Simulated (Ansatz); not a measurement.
# Hg3Pt (Pm-3m) in Ansatz: convergence with n extra bands

Aim: find how far n extra bands must go before the results for Hg3Pt settle, at LDA. This setting moves, with any that are tied to it; all else stays.

Program: Ansatz 0.2.0. These are calculated values, not measurements. Logs are shortened: lines on timing, memory, paths and dates and some standing lists are left out, and cuts for length are marked.

**1. The crystal as given**

The structure is cubic, space group Pm-3m (No. 221). The conventional cell has a = 4.344 Å, b = 4.344 Å, c = 4.344 Å, α = 90.00°, β = 90.00°, γ = 90.00°. Hg (site symmetry 4/mmm) has 8 Hg at 3.07 Å and 4 Pt at 3.07 Å as nearest neighbours. Around Pt (site symmetry m-3m) lie 12 Hg at 3.07 Å.

The cell comes from a database or a generator and needn't be the stable form of this composition.

**2. With n extra bands 1**

The input, input.yaml:

```yaml
crystal:
  lattice:
    - [4.344221, 0.0, 0.0]
    - [0.0, 4.344221, 0.0]
    - [0.0, 0.0, 4.344221]
  atoms:
    - { symbol: Hg, position: [0.5, 0.5, 0.0] }
    - { symbol: Hg, position: [0.5, 0.0, 0.5] }
    - { symbol: Hg, position: [0.0, 0.5, 0.5] }
    - { symbol: Pt, position: [0.0, 0.0, 0.0] }
hamiltonian:
  xc: lda
  pseudopotentials: { kind: nc, accuracy: stringent }
kpoints:
  mp_grid: { grid: [5, 5, 5] }
scf:
  occupations: { method: fermi_dirac, width: 0.1 }
  n_extra_bands: 1
output:
  forces: true
  stress: true
  eigenvalues: true
```

Potentials or basis: PseudoDojo stringent (LDA files).

On the command line:

```
$ ansatz run input.yaml --threads 2 --pin off --max-ram 5632MiB --backend cpu --events-out ev --progress --plain --runs-dir out
```

What it wrote:

```text
Warning: The stringent table, which hamiltonian.pseudopotentials names, holds the potential of the library's standard table for Hg, Pt (one content_sha256, or a second file that the publisher made of the same generator input, which states another). The run takes no other species from the library, so that hamiltonian.pseudopotentials.accuracy: standard would change no potential of it. The deck needs no change, but a comparison with a run at hamiltonian.pseudopotentials.accuracy: standard does not test the potential of Hg, Pt. To test it, run on another potential, such as that of hamiltonian.pseudopotentials: {kind: paw}
Warning: RAYON_NUM_THREADS=2 ignored (pool sized by the plan → 2); use --threads N
scf.n_extra_bands = 1 over 39 filled bands (N_el = 78.0): the run solves 40 bands
Engine: ansatz 0.2.0, aarch64-unknown-linux-gnu
Pseudopotentials: kind: nc
Pseudopotential: Hg, nc, valence charge 20, recommended cutoff 816.341587 eV (normal), Hg.nc.azcp (PseudoDojo's, or run here from an input of PseudoDojo's; its table is named by hamiltonian.pseudopotentials.accuracy)
Pseudopotential: Pt, nc, valence charge 18, recommended cutoff 1142.878222 eV (normal), Pt.nc.azcp (PseudoDojo's, or run here from an input of PseudoDojo's; its table is named by hamiltonian.pseudopotentials.accuracy)
Functional definition: SPW92
  exchange = slater_x
  correlation = pw_c
Crystal: 4 atoms, lattice volume = 81.985 Å³
Basis set: ecut = 1142.878222 eV, 7123 PW (Γ)
Bands: 40, of which v1, the nominal top of the filled ones, is band 39 counted from 1 (38 counted from 0)
Symmetry: 48 space group operations
[... 22 lines left out ...]
Internal energy: -17165.500186 eV  (E = F + TS)
E sigma→0 (E₀):  -17165.536159 eV
Entropy (-TS):   -0.071946 eV (-17.987 meV/atom)
Fermi energy:    16.944759 eV
--- Per-component energies (eV) ---
  E_band       = -1282.060821
  E_kinetic    = 4901.589928
  E_local      = -11851.350569  (includes V_loc(G=0)·N_el)
  E_nonlocal   = 688.072179
  E_hartree    = 3548.860101
  E_xc         = -2883.921669
  E_vxc        = -2118.093211  (∫ρ·V_xc dr)
  E_ewald      = -11568.750155
  E_smearing   = -0.071946  (= −TS)
  E_closure    = -0.000000  (closes the sum)
  Σ components = -17165.572132   (vs F -17165.572132, Δ=0.00e0)
--- Forces (eV/Å), atoms counted from 1 ---
  atom   1  Hg     0.00000000     0.00000000     0.00000000
  atom   2  Hg     0.00000000    -0.00000000     0.00000000
  atom   3  Hg     0.00000000    -0.00000000     0.00000000
  atom   4  Pt    -0.00000000    -0.00000000    -0.00000000
  max |Σ_I F_I| component: 3.29e-28 eV/Å
--- Stress (GPa, compression-positive) ---
      -10.683822      -0.000000       0.000000
       -0.000000     -10.683822       0.000000
        0.000000       0.000000     -10.683822
  P = ⅓ Tr σ = -10.6838 GPa (-106.838 kbar)
--- Band table (eV; the first three rows and the last of 10) ---
  k-point 0: bands = ["-98.4688", "-98.4663", "-98.4663", "-80.8236", "-46.6907", "-46.6907", "-46.6907", "-46.6279", "-46.6279", "-46.6279", "-46.6242", "-46.6242", "-46.6242", "-34.8794", "-34.8794", "-34.8794", "7.1403", "8.3913", "8.6655", "8.6655", "8.6655", "8.9062", "8.9062", "10.0537", "10.0537", "10.0537", "10.6122", "10.6122", "11.1007", "11.2614", "11.2614", "11.2614", "14.6546", "14.6546", "15.4748", "15.4748", "15.4748", "16.8437", "16.8437", "16.8437"]
  k-point 1: bands = ["-98.4686", "-98.4665", "-98.4663", "-80.8236", "-46.6893", "-46.6893", "-46.6880", "-46.6285", "-46.6285", "-46.6279", "-46.6271", "-46.6250", "-46.6250", "-34.8797", "-34.8794", "-34.8794", "7.5104", "8.5687", "8.7335", "8.8270", "8.8270", "8.9917", "9.1049", "9.9737", "10.0862", "10.0862", "10.4669", "10.6241", "10.9081", "10.9081", "10.9626", "11.2616", "13.6134", "14.6496", "14.9445", "14.9445", "15.4566", "15.4667", "17.9039", "17.9039"]
  k-point 2: bands = ["-98.4681", "-98.4670", "-98.4663", "-80.8236", "-46.6868", "-46.6868", "-46.6828", "-46.6324", "-46.6302", "-46.6302", "-46.6280", "-46.6258", "-46.6258", "-34.8802", "-34.8795", "-34.8795", "8.3674", "8.8672", "8.9740", "9.2414", "9.2790", "9.2790", "9.5553", "9.8205", "9.9684", "9.9684", "10.2200", "10.3622", "10.3622", "10.5430", "10.7130", "11.2620", "11.2937", "14.4537", "14.4537", "14.6403", "15.0860", "15.4280", "17.9195", "19.5372"]
  k-point 9: bands = ["-98.4673", "-98.4670", "-98.4670", "-80.8236", "-46.7160", "-46.6648", "-46.6648", "-46.6479", "-46.6476", "-46.6476", "-46.6138", "-46.6138", "-46.6134", "-34.8799", "-34.8798", "-34.8798", "8.5047", "8.6735", "8.6735", "8.6959", "9.5374", "9.5374", "9.6827", "9.8811", "10.0893", "10.0893", "10.3100", "10.3100", "10.8484", "10.8484", "11.1103", "12.3094", "13.7492", "13.7492", "14.3504", "14.8588", "14.8588", "15.8159", "16.0548", "16.0548"]
```

Wall time 3.5 s (2 threads of Arm Neoverse V2, shared host); peak memory 0.46 GiB.

What came out:

| Item | Value |
| --- | --- |
| Free energy | -17165.5721 eV |
| Pressure | -10.7 GPa |
| Band gap on the k mesh | none (metal or under the smearing width) |

**3. With n extra bands 2**

input.yaml, as its differences from that of step 2:

```diff
@@ -17,3 +17,3 @@
   occupations: { method: fermi_dirac, width: 0.1 }
-  n_extra_bands: 1
+  n_extra_bands: 2
 output:
```

Potentials or basis: PseudoDojo stringent (LDA files).

On the command line:

```
$ ansatz run input.yaml --threads 2 --pin off --max-ram 5632MiB --backend cpu --events-out ev --progress --plain --runs-dir out
```

It took 3.1 s on 2 threads of Arm Neoverse V2, shared host; peak memory 0.46 GiB.

Results:

| Quantity | Value |
| --- | --- |
| Free energy | -17165.5721 eV |
| Pressure | -10.7 GPa |
| Band gap on the k mesh | none (metal or under the smearing width) |

**4. With n extra bands 4**

input.yaml, as its differences from that of step 3:

```diff
@@ -17,3 +17,3 @@
   occupations: { method: fermi_dirac, width: 0.1 }
-  n_extra_bands: 2
+  n_extra_bands: 4
 output:
```

On the command line:

```
$ ansatz run input.yaml --threads 2 --pin off --max-ram 5632MiB --backend cpu --events-out ev --progress --plain --runs-dir out
```

Run time: 3.1 s. Hardware: 2 threads of Arm Neoverse V2, shared host; peak memory 0.46 GiB.

Results:

```yaml
Free_energy: -17165.5721 eV
Pressure: -10.7 GPa
Band_gap_on_the_k_mesh: none (metal or under the smearing width)
```

**5. With n extra bands 8**

input.yaml, as its differences from that of step 4:

```diff
@@ -17,3 +17,3 @@
   occupations: { method: fermi_dirac, width: 0.1 }
-  n_extra_bands: 4
+  n_extra_bands: 8
 output:
```

On the command line:

```
$ ansatz run input.yaml --threads 2 --pin off --max-ram 5632MiB --backend cpu --events-out ev --progress --plain --runs-dir out
```

Run time: 3.5 s. Hardware: 2 threads of Arm Neoverse V2, shared host; peak memory 0.47 GiB.

It converged, with:

```
Free energy            : -17165.5721 eV
Pressure               : -10.7 GPa
Band gap on the k mesh : none (metal or under the smearing width)
```

**6. With n extra bands 16**

input.yaml, as its differences from that of step 5:

```diff
@@ -17,3 +17,3 @@
   occupations: { method: fermi_dirac, width: 0.1 }
-  n_extra_bands: 8
+  n_extra_bands: 16
 output:
```

Potentials or basis: PseudoDojo stringent (LDA files).

On the command line:

```
$ ansatz run input.yaml --threads 2 --pin off --max-ram 5632MiB --backend cpu --events-out ev --progress --plain --runs-dir out
```

Wall time 4 s (2 threads of Arm Neoverse V2, shared host); peak memory 0.49 GiB.

It converged, with:

```
Free energy            : -17165.5721 eV
Pressure               : -10.7 GPa
Band gap on the k mesh : none (metal or under the smearing width)
```

**7. With n extra bands 32**

input.yaml, as its differences from that of step 6:

```diff
@@ -17,3 +17,3 @@
   occupations: { method: fermi_dirac, width: 0.1 }
-  n_extra_bands: 16
+  n_extra_bands: 32
 output:
```

On the command line:

```
$ ansatz run input.yaml --threads 2 --pin off --max-ram 5632MiB --backend cpu --events-out ev --progress --plain --runs-dir out
```

Wall time 5.1 s (2 threads of Arm Neoverse V2, shared host); peak memory 0.53 GiB.

It converged, with:

```yaml
Free_energy: -17165.5721 eV
Pressure: -10.7 GPa
Band_gap_on_the_k_mesh: none (metal or under the smearing width)
```

**8. The series at a glance**

| n extra bands | energy less the tightest run, at zero smearing (meV/atom) | SCF cycles | CPU time (s) | peak memory (GiB) |
| --- | --- | --- | --- | --- |
| 1 | 0.00 | 9 | 6.8 | 0.46 |
| 2 | 0.00 | 9 | 6 | 0.46 |
| 4 | 0.00 | 9 | 6.1 | 0.46 |
| 8 | 0.00 | 9 | 6.8 | 0.47 |
| 16 | 0.00 | 9 | 7.8 | 0.49 |
| 32 | 0.00 | 9 | 10 | 0.53 |

Against the tightest run, the energy stays within 1 meV/atom from 1 on. The tightest run that finished is the yardstick and may itself not be fully converged.
